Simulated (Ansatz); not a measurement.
# WH (sextet): wB97X-V, wB97M-V over a scan of the distance W1–H2, def2-SVP

Aim: run WH (sextet) with these functionals over a scan of the distance W1–H2, and hold them against the top wave-function level at the same points.

Program: Ansatz 0.2.0, Gaussian basis. Level of theory: def2-SVP, all electrons in the functionals. These are calculated values, not measurements.

To be run: wB97X-V, wB97M-V, at 1.373 Å; 1.538 Å; 1.713 Å; 1.914 Å; 2.068 Å; 2.320 Å; 2.707 Å; 3.102 Å; 3.833 Å; 4.736 Å; 5.893 Å.

14 further runs of the same task are left out: 2 for a known fault of the program, 10 that didn't finish, 2 set aside as unsound or not needed.

**1. The geometry**

The geometry derives from a PBE0/def2-TZVP stationary point (not a proven minimum). One bond is set to the value named and the two fragments are kept rigid. No spin-orbit coupling is included. Elements past krypton take def2 core potentials.

2 atoms, charge 0, spin multiplicity 6.

Atoms are counted from 1 here; the program's logs count them from 0.

Bond lengths: W1–H2 1.713 Å.

No dispersion term is added; wB97X-V, wB97M-V hold VV10 nonlocal correlation.

The geometry shown and the zero of energy belong to the point 1.713 Å. The yardstick, FCI, and other wave-function levels (R restricted, U unrestricted, valence and pair active spaces) come from earlier runs.

**2. wB97X-V, 1.373 Å**

File in.yaml:

```yaml
crystal:
  periodic: [false, false, false]
  atoms:
    - {symbol: W, position_ang: [0.000000, 0.000000, 0.000000]}
    - {symbol: H, position_ang: [0.000000, 0.000000, 1.373000]}
basis:
  gaussian: {orbitals: def2-SVP}
magnetization: {spin_polarized: true, initial_magnetization: 5}
hamiltonian: {xc: {name: wB97X-V}}
```

Launch:

```
$ ansatz run in.yaml --threads 1 --pin off --events-out ev --progress --plain --max-ram 2393MiB
```

After this run come: wB97X-V, 1.538 Å; wB97X-V, 1.713 Å; wB97X-V, 1.914 Å; wB97X-V, 2.068 Å; wB97X-V, 2.320 Å; wB97X-V, 2.707 Å; wB97X-V, 3.102 Å; wB97X-V, 3.833 Å; wB97X-V, 4.736 Å; wB97X-V, 5.893 Å; wB97M-V, 1.373 Å; wB97M-V, 1.538 Å; wB97M-V, 1.713 Å; wB97M-V, 1.914 Å; wB97M-V, 2.068 Å; wB97M-V, 2.320 Å; wB97M-V, 2.707 Å; wB97M-V, 3.102 Å; wB97M-V, 3.833 Å; wB97M-V, 4.736 Å; wB97M-V, 5.893 Å.

Q: Predict the results of all the runs planned. Wanted: span of the FCI curve; largest miss, wB97X-V; largest miss, wB97M-V.

**Answer**, as computed:

| quantity | value |
| --- | --- |
| span of the FCI curve | 59.7 kcal/mol |
| largest miss, wB97X-V | +9.5 kcal/mol (3.833 Å) |
| largest miss, wB97M-V | +9.7 kcal/mol (3.833 Å) |

**Reading.** Of the functionals, wB97X-V keep the smallest largest miss at the points compared (at most 9.5 kcal/mol) and wB97M-V strays most (9.7 kcal/mol, at 3.833 Å). wB97X-V, wB97M-V clearly break the spin symmetry at some points (⟨S²⟩ up to 0.41 above the pure value), so energy there is bought with a mixed spin. Functionals and the yardstick converge differently with the basis, so part of each miss in def2-SVP is the basis.
